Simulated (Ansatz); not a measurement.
**MoNH+ (quartet): wave-function methods side by side, def2-SVP**

One table from this session's results is given with a row withheld; the runs are named, their logs left out.

Program: Ansatz 0.2.0, Gaussian basis. Level of theory: def2-SVP, core rule «outside noble gas», up to 5 orbitals frozen. These are calculated values, not measurements.

Plan: UHF; CCSD(T) on ROHF; CCSD(T) on UHF; CISD as a restricted active space (open shells left free, so some higher excitations enter); CCSDT(Q) on ROHF; CCSDT(Q) on UHF; CASSCF and MRCISD+Q, 11 electrons in 11 orbitals; CASSCF and NEVPT2, 11 electrons in 11 orbitals.

13 further runs of the same task are left out: 7 that didn't finish, 6 set aside as unsound or not needed. Runs told in other sessions of the task aren't counted.

### The system

The geometry is a PBE0/def2-TZVP stationary point (not a proven minimum) of the parent state, kept for this charge and spin. No spin-orbit coupling is included. Elements past krypton take def2 core potentials.

3 atoms, charge 1, spin multiplicity 4.

Atoms are counted from 1 here; the program's logs count them from 0.

Bond lengths: Mo1–N2 1.919 Å, N2–H3 1.021 Å. Angles: Mo1–N2–H3 180.0°.

The first run:

in.yaml

```yaml
crystal:
  periodic: [false, false, false]
  atoms:
    - {symbol: Mo, position_ang: [0.000000, 0.000000, 1.619500]}
    - {symbol: N, position_ang: [0.000000, 0.000000, -0.299200]}
    - {symbol: H, position_ang: [0.000000, 0.000000, -1.320300]}
basis:
  gaussian: {orbitals: def2-SVP}
total_charge: 1
magnetization: {spin_polarized: true, initial_magnetization: 3}
hamiltonian: {xc: hf}
output: {orbitals: {seedname: orbitals}}
```

The run is started by

```
$ ansatz run in.yaml --threads 1 --pin off --events-out ev --progress --plain --max-ram 2393MiB
```

Among the steps run: UHF; CCSD(T) on ROHF; CCSD(T) on UHF; CISD as a restricted active space (open shells left free, so some higher excitations enter); CCSDT(Q) on ROHF; CCSDT(Q) on UHF; CASSCF and MRCISD+Q, 11 electrons in 11 orbitals; CASSCF and NEVPT2, 11 electrons in 11 orbitals.

One table of the session follows, with a row left open; its other results are not shown here.

```
          method  from RCCSDT(Q) (kcal/mol)
            ROHF                    +228.12
             UHF                    +152.47
            RMP2                     +11.16
            UMP2                     +39.45
           RCCSD                     +16.59
           UCCSD                      +9.69
        RCCSD(T)                      +1.05
        UCCSD(T)                      +2.49
          RCCSDT                      +0.66
          UCCSDT                      -0.26
       RCCSDT(Q)                          0
       UCCSDT(Q)                      -1.65
  CASSCF valence                     +94.84
  NEVPT2 valence                          ?
  MRCISD valence                      +4.48
MRCISD+Q valence                      -0.26
```

Estimate the missing values for NEVPT2 valence.

The run gave: from RCCSDT(Q) (kcal/mol): +18.77. In the column «from RCCSDT(Q) (kcal/mol)» it lies between RCCSD (+16.59) and UMP2 (+39.45).

Not comparable, so not listed: CISD as a restricted active space (open shells left free, so some higher excitations enter) (they don't share determinant, frozen orbitals or solution with the rows shown, or repeat one).

Limits of these values: The determinant of HF (⟨S²⟩ 5.33) is far from a pure spin state, so its energy mixes those of several spin states; that is harmless only where they are near-degenerate. The determinant of CCSD(T) (⟨S²⟩ 5.33) is far from a pure spin state, so its energy mixes those of several spin states; high orders of coupled cluster remove much of that, low ones don't. The determinant of CCSDT(Q) (⟨S²⟩ 5.33) is far from a pure spin state, so its energy mixes those of several spin states; high orders of coupled cluster remove much of that, low ones don't. Warnings: spin contamination; large T1 diagnostic. Restricted and unrestricted rows rest on different reference determinants; a gap between their highest levels can come from leftover correlation error, from unlike frozen cores or from another state.
